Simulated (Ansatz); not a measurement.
# CH₃BN₂S: single points with varied inputs

How do the results and run time of CH₃BN₂S respond when the settings are drawn wide?

The runs use Ansatz 0.2.0, Gaussian basis; the settings change from run to run.

## Step 1: The molecule

The structure was relaxed beforehand with PBE0-D4 in a triple-zeta def2 set.

SMILES `NB1N=CS1`, 8 atoms, charge 0, spin multiplicity 1.

Atoms are counted from 1 here; the program's logs count them from 0.

Bond lengths: N1–B2 1.375 Å, N1–H6 1.007 Å, N1–H7 1.005 Å, B2–N3 1.479 Å, B2–S5 1.884 Å, N3–C4 1.276 Å, C4–S5 1.796 Å, C4–H8 1.093 Å. Angles: B2–N1–H6 121.3°, B2–N1–H7 123.7°, H6–N1–H7 115.0°, N1–B2–N3 130.8°, N1–B2–S5 132.6°, N3–B2–S5 96.7°, B2–N3–C4 89.8°, N3–C4–S5 109.5°, N3–C4–H8 127.3°, S5–C4–H8 123.2°, B2–S5–C4 64.0°.

## Step 2: revPBE0/def2-SVP

This run has D4 dispersion, relativity set to scalar.

in.yaml

```yaml
crystal:
  periodic: [false, false, false]
  atoms:
    - {symbol: N, position_ang: [-0.564700, 1.502636, -0.145619]}
    - {symbol: B, position_ang: [-0.044382, 0.231690, -0.076262]}
    - {symbol: N, position_ang: [-0.279034, -0.855932, 0.898446]}
    - {symbol: C, position_ang: [0.533244, -1.601804, 0.256439]}
    - {symbol: S, position_ang: [1.181022, -0.704466, -1.158648]}
    - {symbol: H, position_ang: [-1.223362, 1.836355, 0.538820]}
    - {symbol: H, position_ang: [-0.328327, 2.163837, -0.864221]}
    - {symbol: H, position_ang: [0.817839, -2.629516, 0.495347]}
basis:
  gaussian: {orbitals: def2-SVP}
hamiltonian: {xc: {name: revPBE0}, dispersion: d4, pseudopotentials: {relativity: scalar}}
```

Command:

```console
$ ansatz run in.yaml --threads 2 --pin off --events-out ev --progress --plain --max-ram 4352MiB
```

Standard output:

```text
Functional definition: revPBE0
  name "revPBE0"
  cite "Zhang & Yang, Phys. Rev. Lett. 80, 890 (1998) doi:10.1103/PhysRevLett.80.890"
  cite "Adamo & Barone, J. Chem. Phys. 110, 6158 (1999) doi:10.1063/1.478522"
  cite "Perdew, Burke & Ernzerhof, Phys. Rev. Lett. 77, 3865 (1996) doi:10.1103/PhysRevLett.77.3865"
  parameter a = 0.25
  parameter kappa = 1.245
  parameter beta = 0.06672455060314922
  exchange = (1 - a)*pbe_x(kappa = kappa, mu = beta*pi^2/3) + a*exact_x
  correlation = pbe_c(beta = beta)
1038 factors; their error is unknown
mean field evaluation 1: about -15587.7320 eV, gradient 6.2e1 eV
mean field evaluation 2: about -15572.5355 eV, gradient 9.9e1 eV
mean field evaluation 4: about -15595.9090 eV, gradient 7.5e0 eV
mean field evaluation 8: about -15596.0279 eV, gradient 1.2e-1 eV
mean field evaluation 16: about -15596.0760 eV, gradient 7.6e-5 eV
mean field -15596.07599656 eV, -573.1452214735 hartree, gradient 7.6e-5 eV, S^2 0.000000; 0 other end points of the search recorded, 0 dependent functions left out
reference -15596.07602313 eV, -573.1452224499 hartree; 22, 22 occupied and 67, 67 virtual orbitals, 1038 factors
Total energy: -15596.52492406 eV, -573.1617192548 hartree
Relativity: scalar
```

It took 1.4 s on 2 threads of Arm Neoverse V1, shared host.

## Step 3: wB97X/6-31G*

Set apart from the defaults: high accuracy.

Changes to in.yaml since step 2:

```diff
@@ -12,3 +12,5 @@
 basis:
-  gaussian: {orbitals: def2-SVP}
-hamiltonian: {xc: {name: revPBE0}, dispersion: d4, pseudopotentials: {relativity: scalar}}
+  gaussian: {orbitals: "6-31G*"}
+hamiltonian: {xc: {name: wB97X}}
+accuracy: high
+output: {forces: true}
```

Same command.

Standard output, shortened:

```text
Functional definition: wB97X
  name "wB97X"
  cite "Chai & Head-Gordon, J. Chem. Phys. 128, 084106 (2008) doi:10.1063/1.2834918"
  cite "Becke, J. Chem. Phys. 107, 8554 (1997) doi:10.1063/1.475007"
[...]
  # The coefficients of nought are those of the uniform gas.
[...]
      + exact_x_lr(omega)
[...]
      + integral(e_c_pw_opposite_spin*poly(b97_u_opposite, 1, cos1, cos2, cos3, cos4))
1910 factors; integrals over basis functions are off by at most 3.5e-9 eV
329 factors; integrals over basis functions are off by at most 2.4e-9 eV
[...]
mean field -15576.57877209 eV, -572.4287116899 hartree, gradient 5.4e-8 eV, S^2 0.000000; 0 other end points of the search recorded, 0 dependent functions left out
[...]
reference -15576.57876998 eV, -572.4287116125 hartree; 22, 22 occupied and 63, 63 virtual orbitals, 1910 factors
Total energy: -15576.57876998 eV, -572.4287116125 hartree
Atom 0 at    -0.564700     1.502636    -0.145619 Å, force    -0.043970     0.116560    -0.011819 eV/Å
Atom 1 at    -0.044382     0.231690    -0.076262 Å, force     0.091431    -0.122932    -0.046525 eV/Å
Atom 2 at    -0.279034    -0.855932     0.898446 Å, force    -0.147741    -0.026751     0.213593 eV/Å
Atom 3 at     0.533244    -1.601804     0.256439 Å, force     0.072459    -0.110263    -0.030224 eV/Å
Atom 4 at     1.181022    -0.704466    -1.158648 Å, force     0.079710     0.038721    -0.131608 eV/Å
Atom 5 at    -1.223362     1.836355     0.538820 Å, force    -0.090735     0.034802     0.101122 eV/Å
Atom 6 at    -0.328327     2.163837    -0.864221 Å, force     0.036671     0.115369    -0.119398 eV/Å
Atom 7 at     0.817839    -2.629516     0.495347 Å, force     0.002175    -0.045506     0.024860 eV/Å
Dipole moment:    -0.148927     0.423669    -0.056311 e Å
```

Wall time 17 s (2 threads of Arm Neoverse V1, shared host); peak memory 0.48 GiB.

Largest force 0.261 eV/Å, dipole 2.17 D.

## Step 4: B97/ANO-RCC-VTZP

This run has unrestricted orbitals, high accuracy.

Changes to in.yaml since step 3:

```diff
@@ -12,4 +12,5 @@
 basis:
-  gaussian: {orbitals: "6-31G*"}
-hamiltonian: {xc: {name: wB97X}}
+  gaussian: {orbitals: ANO-RCC-VTZP}
+magnetization: {spin_polarized: true, initial_magnetization: 0}
+hamiltonian: {xc: {name: B97}}
 accuracy: high
```

The command is unchanged.

Standard output, shortened:

```text
Functional definition: B97
  name "B97"
  cite "Becke, J. Chem. Phys. 107, 8554 (1997) doi:10.1063/1.475007"
[...]
      + integral(e_c_pw_opposite_spin*poly(b97_u_opposite, cos0, cos1, cos2))
3729 factors; integrals over basis functions are off by at most 3.4e-9 eV
[...]
mean field -15610.10711014 eV, -573.6608553870 hartree, gradient 2.5e-8 eV, S^2 0.000000; 0 other end points of the search recorded, 0 dependent functions left out
[...]
reference -15610.10711397 eV, -573.6608555276 hartree; 22, 22 occupied and 174, 174 virtual orbitals, 3729 factors
Total energy: -15610.10711397 eV, -573.6608555276 hartree
Relativity: scalar
Atom 0 at    -0.564700     1.502636    -0.145619 Å, force    -0.054431     0.149535    -0.017666 eV/Å
Atom 1 at    -0.044382     0.231690    -0.076262 Å, force    -0.107023     0.090707     0.091117 eV/Å
Atom 2 at    -0.279034    -0.855932     0.898446 Å, force    -0.249024     0.120812     0.260668 eV/Å
Atom 3 at     0.533244    -1.601804     0.256439 Å, force     0.120060    -0.500443     0.141871 eV/Å
Atom 4 at     1.181022    -0.704466    -1.158648 Å, force     0.328958     0.050982    -0.474443 eV/Å
Atom 5 at    -1.223362     1.836355     0.538820 Å, force    -0.033225     0.037855     0.021852 eV/Å
Atom 6 at    -0.328327     2.163837    -0.864221 Å, force    -0.004966     0.047584    -0.022301 eV/Å
Atom 7 at     0.817839    -2.629516     0.495347 Å, force    -0.000349     0.002967    -0.001098 eV/Å
Dipole moment:    -0.105026     0.390535    -0.095297 e Å
```

Run time: 6.1 min. Hardware: 2 threads of Arm Neoverse V1, shared host; peak memory 1.9 GiB.

Largest force 0.580 eV/Å, dipole 2.00 D, ⟨S²⟩ 0.000.

## Step 5: wB97X-V/cc-pVTZ

This run has a grid of angular degree 23, a point charge of 1.00 e beside it.

Changes to in.yaml since step 4:

```diff
@@ -12,6 +12,3 @@
 basis:
-  gaussian: {orbitals: ANO-RCC-VTZP}
-magnetization: {spin_polarized: true, initial_magnetization: 0}
-hamiltonian: {xc: {name: B97}}
-accuracy: high
-output: {forces: true}
+  gaussian: {orbitals: cc-pVTZ, final_grid: {core_spheres: 8, valence_spheres: 7, degree: 23}, point_charges: [{charge: 1.00, position_ang: [4.197, -0.043, 0.125]}]}
+hamiltonian: {xc: {name: wB97X-V}}
```

The command is unchanged.

Standard output, shortened:

```text
Functional definition: wB97X-V
  name "wB97X-V"
  cite "Mardirossian & Head-Gordon, Phys. Chem. Chem. Phys. 16, 9904 (2014) doi:10.1039/C3CP54374A"
  cite "Becke, J. Chem. Phys. 107, 8554 (1997) doi:10.1063/1.475007"
  cite "Vydrov & Van Voorhis, J. Chem. Phys. 133, 244103 (2010) doi:10.1063/1.3521275"
[...]
      + integral(e_c_pw_opposite_spin*poly(b97_u_opposite, cos0, cos1)) + vv10(b, c)
1190 factors; their error is unknown
239 factors; integrals over basis functions are off by at most 8.8e-6 eV
[...]
mean field -15578.20481282 eV, -572.4884675845 hartree, gradient 7.5e-5 eV, S^2 0.000000; 0 other end points of the search recorded, 0 dependent functions left out
reference -15578.20481094 eV, -572.4884675155 hartree; 22, 22 occupied and 174, 174 virtual orbitals, 1190 factors
Total energy: -15578.20481094 eV, -572.4884675155 hartree
```

Run time: 5.5 s. Hardware: 2 threads of Arm Neoverse V1, shared host; peak memory 0.37 GiB.

## Step 6: rPW86-PBE/def2-TZVPP

Set apart from the defaults: unrestricted orbitals.

Changes to in.yaml since step 5:

```diff
@@ -12,3 +12,5 @@
 basis:
-  gaussian: {orbitals: cc-pVTZ, final_grid: {core_spheres: 8, valence_spheres: 7, degree: 23}, point_charges: [{charge: 1.00, position_ang: [4.197, -0.043, 0.125]}]}
-hamiltonian: {xc: {name: wB97X-V}}
+  gaussian: {orbitals: def2-TZVPP}
+magnetization: {spin_polarized: true, initial_magnetization: 0}
+hamiltonian: {xc: {name: rPW86-PBE}}
+output: {forces: true}
```

Launched as before.

Standard output, shortened:

```text
Functional definition: rPW86-PBE
  name "rPW86-PBE"
  cite "Murray, Lee & Langreth, J. Chem. Theory Comput. 5, 2754 (2009) doi:10.1021/ct900365q"
  cite "Perdew, Burke & Ernzerhof, Phys. Rev. Lett. 77, 3865 (1996) doi:10.1103/PhysRevLett.77.3865"
  parent pbe
[...]
1120 factors; their error is unknown
[...]
mean field -15600.76341424 eV, -573.3174808962 hartree, gradient 6.0e-5 eV, S^2 0.000000; 0 other end points of the search recorded, 0 dependent functions left out
[...]
reference -15600.76351484 eV, -573.3174845931 hartree; 22, 22 occupied and 186, 186 virtual orbitals, 1120 factors
Total energy: -15600.76351484 eV, -573.3174845931 hartree
Atom 0 at    -0.564700     1.502636    -0.145619 Å, force    -0.043852     0.117626    -0.012554 eV/Å
Atom 1 at    -0.044382     0.231690    -0.076262 Å, force     0.027911    -0.023990    -0.021094 eV/Å
Atom 2 at    -0.279034    -0.855932     0.898446 Å, force    -0.611842     0.268718     0.659611 eV/Å
Atom 3 at     0.533244    -1.601804     0.256439 Å, force     0.320905    -0.639132    -0.044551 eV/Å
Atom 4 at     1.181022    -0.704466    -1.158648 Å, force     0.394619     0.075423    -0.577623 eV/Å
Atom 5 at    -1.223362     1.836355     0.538820 Å, force    -0.175643     0.118647     0.164615 eV/Å
Atom 6 at    -0.328327     2.163837    -0.864221 Å, force     0.039027     0.196117    -0.171477 eV/Å
Atom 7 at     0.817839    -2.629516     0.495347 Å, force     0.048875    -0.113409     0.003074 eV/Å
Dipole moment:    -0.100505     0.415675    -0.116600 e Å
```

Run time: 13 s. Hardware: 2 threads of Arm Neoverse V1, shared host; peak memory 0.37 GiB.

Largest force 0.939 eV/Å, dipole 2.13 D, ⟨S²⟩ 0.000.

## Step 7: r2SCAN0/cc-pVTZ-DK

Set apart from the defaults: a grid of angular degree 11, high accuracy.

Changes to in.yaml since step 6:

```diff
@@ -12,5 +12,4 @@
 basis:
-  gaussian: {orbitals: def2-TZVPP}
-magnetization: {spin_polarized: true, initial_magnetization: 0}
-hamiltonian: {xc: {name: rPW86-PBE}}
-output: {forces: true}
+  gaussian: {orbitals: cc-pVTZ-DK, final_grid: {core_spheres: 5, valence_spheres: 4, degree: 11}}
+hamiltonian: {xc: {name: r2SCAN0}}
+accuracy: high
```

The command is unchanged.

Standard output, shortened:

```text
Functional definition: r2SCAN0
  name "r2SCAN0"
  cite "Bursch, Neugebauer, Ehlert & Grimme, J. Chem. Phys. 156, 134105 (2022) doi:10.1063/5.0086040"
  cite "Furness, Kaplan, Ning, Perdew & Sun, J. Phys. Chem. Lett. 11, 8208 (2020) doi:10.1021/acs.jpclett.0c02405"
  cite "Furness, Kaplan, Ning, Perdew & Sun, J. Phys. Chem. Lett. 11, 9248 (2020) doi:10.1021/acs.jpclett.0c03077"
  parent r2scan
[...]
3456 factors; integrals over basis functions are off by at most 4.0e-9 eV
[...]
mean field -15608.36968381 eV, -573.5970061469 hartree, gradient 4.7e-8 eV, S^2 0.000000; 0 other end points of the search recorded, 0 dependent functions left out
reference -15608.36968451 eV, -573.5970061727 hartree; 22, 22 occupied and 174, 174 virtual orbitals, 3456 factors
Total energy: -15608.36968451 eV, -573.5970061727 hartree
Relativity: scalar
```

It took 14 s on 2 threads of Arm Neoverse V1, shared host; peak memory 0.99 GiB.

## Step 8: SPW92/aug-cc-pVDZ

Set apart from the defaults: atoms shaken by 0.15 Å, density fitting with def2-universal-jkfit, a point charge of 0.50 e beside it.

in.yaml

```yaml
crystal:
  periodic: [false, false, false]
  atoms:
    - {symbol: N, position_ang: [-0.630831, 1.825212, -0.036361]}
    - {symbol: B, position_ang: [-0.082071, 0.214496, -0.109356]}
    - {symbol: N, position_ang: [-0.324950, -0.730130, 1.062607]}
    - {symbol: C, position_ang: [0.465806, -1.674667, 0.172697]}
    - {symbol: S, position_ang: [1.071125, -0.615064, -1.066562]}
    - {symbol: H, position_ang: [-1.325573, 1.823059, 0.657748]}
    - {symbol: H, position_ang: [-0.283117, 2.237361, -0.984850]}
    - {symbol: H, position_ang: [0.817623, -2.779680, 0.395132]}
basis:
  gaussian: {orbitals: aug-cc-pVDZ, fitting: {mean_field: def2-universal-jkfit}, point_charges: [{charge: 0.50, position_ang: [5.686, 0.317, 0.967]}]}
hamiltonian: {xc: {name: SPW92}}
output: {forces: true}
```

Same command.

Standard output, shortened:

```text
Functional definition: SPW92
  name "SPW92"
  cite "Dirac, Proc. Camb. Phil. Soc. 26, 376 (1930) doi:10.1017/S0305004100016108"
  cite "Slater, Phys. Rev. 81, 385 (1951) doi:10.1103/PhysRev.81.385"
  cite "Perdew & Wang, Phys. Rev. B 45, 13244 (1992) doi:10.1103/PhysRevB.45.13244"
[...]
486 factors; integrals over basis functions are off by at most 2.8e-1 eV
[...]
mean field -15497.21979586 eV, -569.5123231049 hartree, gradient 1.8e-5 eV, S^2 0.000000; 0 other end points of the search recorded, 0 dependent functions left out
[...]
reference -15497.21985578 eV, -569.5123253071 hartree; 22, 22 occupied and 124, 124 virtual orbitals, 486 factors
Total energy: -15497.21985578 eV, -569.5123253071 hartree
Atom 0 at    -0.630831     1.825212    -0.036361 Å, force     5.520491    -6.277366    -4.104216 eV/Å
Atom 1 at    -0.082071     0.214496    -0.109356 Å, force    -3.809773     6.064372     4.485716 eV/Å
Atom 2 at    -0.324950    -0.730130     1.062607 Å, force     2.745231    -3.658192    -4.756067 eV/Å
Atom 3 at     0.465806    -1.674667     0.172697 Å, force    -2.382798     2.351563     4.927533 eV/Å
Atom 4 at     1.071125    -0.615064    -1.066562 Å, force     2.572483    -1.411308    -3.430694 eV/Å
Atom 5 at    -1.325573     1.823059     0.657748 Å, force    -1.868390     1.108720     0.801670 eV/Å
Atom 6 at    -0.283117     2.237361    -0.984850 Å, force    -1.944390     0.112124     2.468164 eV/Å
Atom 7 at     0.817623    -2.779680     0.395132 Å, force    -0.811625     1.705145    -0.395727 eV/Å
Dipole moment:     0.002766     0.008388    -0.384093 e Å
```

It took 1.6 s on 2 threads of Arm Neoverse V1, shared host.

Largest force 9.313 eV/Å, dipole 1.85 D.

## Step 9: PBE-QIDH/cc-pVTZ-DK

Options: atoms shaken by 0.03 Å.

in.yaml

```yaml
crystal:
  periodic: [false, false, false]
  atoms:
    - {symbol: N, position_ang: [-0.558264, 1.537019, -0.139705]}
    - {symbol: B, position_ang: [-0.069718, 0.249159, -0.058136]}
    - {symbol: N, position_ang: [-0.271274, -0.852986, 0.882350]}
    - {symbol: C, position_ang: [0.581905, -1.584446, 0.294094]}
    - {symbol: S, position_ang: [1.138372, -0.710357, -1.132279]}
    - {symbol: H, position_ang: [-1.231964, 1.878232, 0.553736]}
    - {symbol: H, position_ang: [-0.322488, 2.134614, -0.858911]}
    - {symbol: H, position_ang: [0.840459, -2.594779, 0.564361]}
basis:
  gaussian: {orbitals: cc-pVTZ-DK}
hamiltonian: {xc: {name: PBE-QIDH}}
output: {forces: true}
```

Same command.

Standard output, shortened:

```text
Functional definition: PBE-QIDH
  name "PBE-QIDH"
  cite "Brémond, Sancho-García, Pérez-Jiménez & Adamo, J. Chem. Phys. 141, 031101 (2014) doi:10.1063/1.4890314"
  cite "Perdew, Burke & Ernzerhof, Phys. Rev. Lett. 77, 3865 (1996) doi:10.1103/PhysRevLett.77.3865"
[...]
1143 factors; integrals over basis functions are off by at most 1.1e-3 eV
[...]
mean field -15591.41486170 eV, -572.9739279269 hartree, gradient 6.7e-6 eV, S^2 0.000000; 0 other end points of the search recorded, 0 dependent functions left out
9 core orbitals not correlated: weight in the atoms' cores, before any rotation towards them, 1.000 or more for the frozen orbitals, at most 0.000 for the correlated occupied ones
reference -15591.41487223 eV, -572.9739283140 hartree; 13, 13 occupied and 174, 174 virtual orbitals, 1143 factors
second order -25.34288667 eV of doubles, -0.00000000 eV of singles
[...]
Total energy: -15599.86250112 eV, -573.2843729497 hartree
Relativity: scalar
Atom 0 at    -0.558264     1.537019    -0.139705 Å, force    -1.038836    -1.417507     2.233268 eV/Å
Atom 1 at    -0.069718     0.249159    -0.058136 Å, force     0.080380     0.159617    -0.372040 eV/Å
Atom 2 at    -0.271274    -0.852986     0.882350 Å, force    -0.676090     0.192916     1.274265 eV/Å
Atom 3 at     0.581905    -1.584446     0.294094 Å, force    -0.460305     0.026584    -0.291413 eV/Å
Atom 4 at     1.138372    -0.710357    -1.132279 Å, force     0.706880     0.190416    -0.774933 eV/Å
Atom 5 at    -1.231964     1.878232     0.553736 Å, force     0.715572    -0.228764    -0.796088 eV/Å
Atom 6 at    -0.322488     2.134614    -0.858911 Å, force     0.380009     1.309777    -1.333197 eV/Å
Atom 7 at     0.840459    -2.594779     0.564361 Å, force     0.292391    -0.233040     0.060138 eV/Å
Dipole moment:    -0.109426     0.387235    -0.078557 e Å
```

Wall time 17 s (2 threads of Arm Neoverse V1, shared host); peak memory 0.61 GiB.

Largest force 2.842 eV/Å, dipole 1.97 D.

## Step 10: SPW92/def2-TZVPD

Set apart from the defaults: charge -1, multiplicity 2, restricted open-shell orbitals, density fitting with cc-pVTZ-jkfit.

in.yaml

```yaml
crystal:
  periodic: [false, false, false]
  atoms:
    - {symbol: N, position_ang: [-0.564700, 1.502636, -0.145619]}
    - {symbol: B, position_ang: [-0.044382, 0.231690, -0.076262]}
    - {symbol: N, position_ang: [-0.279034, -0.855932, 0.898446]}
    - {symbol: C, position_ang: [0.533244, -1.601804, 0.256439]}
    - {symbol: S, position_ang: [1.181022, -0.704466, -1.158648]}
    - {symbol: H, position_ang: [-1.223362, 1.836355, 0.538820]}
    - {symbol: H, position_ang: [-0.328327, 2.163837, -0.864221]}
    - {symbol: H, position_ang: [0.817839, -2.629516, 0.495347]}
basis:
  gaussian: {orbitals: def2-TZVPD, fitting: {mean_field: cc-pVTZ-jkfit}}
total_charge: -1
magnetization: {spin_polarized: false, initial_magnetization: 1}
hamiltonian: {xc: {name: SPW92}}
output: {forces: true}
```

The command is unchanged.

Standard output, shortened:

```text
Functional definition: SPW92
  name "SPW92"
  cite "Dirac, Proc. Camb. Phil. Soc. 26, 376 (1930) doi:10.1017/S0305004100016108"
  cite "Slater, Phys. Rev. 81, 385 (1951) doi:10.1103/PhysRev.81.385"
  cite "Perdew & Wang, Phys. Rev. B 45, 13244 (1992) doi:10.1103/PhysRevB.45.13244"
[...]
527 factors; integrals over basis functions are off by at most 4.8e-1 eV
[...]
mean field -15502.15014286 eV, -569.6935100152 hartree, gradient 1.7e-6 eV, S^2 0.750000; 11 other end points of the search recorded, 0 dependent functions left out
[...]
reference -15502.15018401 eV, -569.6935115275 hartree; 23, 22 occupied and 198, 199 virtual orbitals, 527 factors
Total energy: -15502.15018401 eV, -569.6935115275 hartree
Atom 0 at    -0.564700     1.502636    -0.145619 Å, force     0.010422    -0.020444    -0.001442 eV/Å
Atom 1 at    -0.044382     0.231690    -0.076262 Å, force    -0.161762    -0.863929     0.356906 eV/Å
Atom 2 at    -0.279034    -0.855932     0.898446 Å, force    -0.826956     1.569417     0.171298 eV/Å
Atom 3 at     0.533244    -1.601804     0.256439 Å, force     1.205218    -1.024889    -0.423121 eV/Å
Atom 4 at     1.181022    -0.704466    -1.158648 Å, force    -0.063141     0.139818     0.039541 eV/Å
Atom 5 at    -1.223362     1.836355     0.538820 Å, force    -0.360014     0.202202     0.436629 eV/Å
Atom 6 at    -0.328327     2.163837    -0.864221 Å, force     0.183442     0.418160    -0.483336 eV/Å
Atom 7 at     0.817839    -2.629516     0.495347 Å, force     0.012790    -0.420336    -0.096474 eV/Å
Dipole moment:    -0.441101    -0.307286     0.750574 e Å
```

It took 24 s on 2 threads of Arm Neoverse V1, shared host; peak memory 0.44 GiB.

Largest force 1.782 eV/Å.

## Step 11: All runs side by side

| level | charge | multiplicity | geometry | functions | energy (eV) | time |
| --- | --- | --- | --- | --- | --- | --- |
| revPBE0/def2-SVP | 0 | 1 | relaxed | 89 | -15596.525 | 1.4 s |
| wB97X/6-31G* | 0 | 1 | relaxed | 85 | -15576.579 | 17 s |
| B97/ANO-RCC-VTZP | 0 | 1 | relaxed | 196 | -15610.107 | 6.1 min |
| wB97X-V/cc-pVTZ | 0 | 1 | relaxed, point charge | 196 | -15578.205 | 5.5 s |
| rPW86-PBE/def2-TZVPP | 0 | 1 | relaxed | 208 | -15600.764 | 13 s |
| r2SCAN0/cc-pVTZ-DK | 0 | 1 | relaxed | 196 | -15608.370 | 14 s |
| SPW92/aug-cc-pVDZ | 0 | 1 | shaken, point charge | 146 | -15497.220 | 1.6 s |
| PBE-QIDH/cc-pVTZ-DK | 0 | 1 | shaken | 196 | -15599.863 | 17 s |
| SPW92/def2-TZVPD | -1 | 2 | relaxed | 221 | -15502.150 | 24 s |

## Step 12: Summary of results

| quantity | value |
| --- | --- |
| runs | 9 |
| quickest | revPBE0/def2-SVP, 1.4 s |
| slowest | B97/ANO-RCC-VTZP, 6.1 min |
| spread of total energies, same state and geometry | 33.5 eV |
| dipole, same state and geometry | 2.00 to 2.17 D |

**Reading.** Run time spans a factor of 270, from revPBE0/def2-SVP to B97/ANO-RCC-VTZP. The jobs differ in tasks and options as well as level. The totals spread over 34 eV; they can't be compared across methods or bases. Some of these runs are scalar-relativistic and others not, which shifts the totals of all-electron atoms past neon by eV; core potentials, where a basis has them, take the core out of the total altogether. At the PBE0-D4/def2-TZVP geometry and in the same state, runs without warnings or point charges leave forces up to 0.94 eV/Å (rPW86-PBE/def2-TZVPP), against 2.8 eV/Å where the atoms were moved. At that geometry and state the dipole changes by 9 % between the lowest and highest value.
